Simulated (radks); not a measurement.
# Os⁺ in [Xe] 4f14 5d7: an all-electron calculation

Wanted: eigenvalues, radial structure and energy terms of the osmium ion Os+.

Method: Dirac Kohn-Sham, Wu-Cohen GGA, spin-unpolarised, spherical densities, finite nucleus; open shells fill j = l - 1/2 first. Code: radks (a radial shooting solver on a logarithmic mesh, Libxc functionals) version 1.

**1. What is computed**

* element: osmium (Z = 76)
* charge: +1
* electrons: 75
* configuration: [Xe] 4f14 5d7
* nuclear rms radius: 5.4126 fm

**2. Self-consistent calculation**

Settings of this run:

```text
Z 76
configuration [Xe] 4f14 5d7
relativity Dirac
functional wc,pbe
spin unpolarised
j_filling energy
nucleus finite rms 5.4126 fm
c 137.035999084
```

Run with:

```
$ python run_ks.py task.json out
```

All runs below come from this command, one after another.

What does the calculation give?

As calculated:

```
                        quantity                   value
                    total energy     -17277.1410 hartree
exchange-correlation share of it                  1.97 %
                            −T/E                  1.1345
          highest occupied level       5d5/2, -11.740 eV
    most extended occupied level  5d5/2, <r> = 1.85 bohr
 radius at density 0.001 e/bohr³               3.98 bohr
    maxima of the radial density                       4
```

**Reading.** The radial density shows 4 maxima for 5 occupied principal shells; where shells overlap, one shows as a shoulder or not at all. −T/E is 1.134: with relativity the kinetic term as defined here no longer equals −E. This is not the tabulated ground configuration, so its levels and sizes aren't those of the ground state, and no measured value stands beside it.
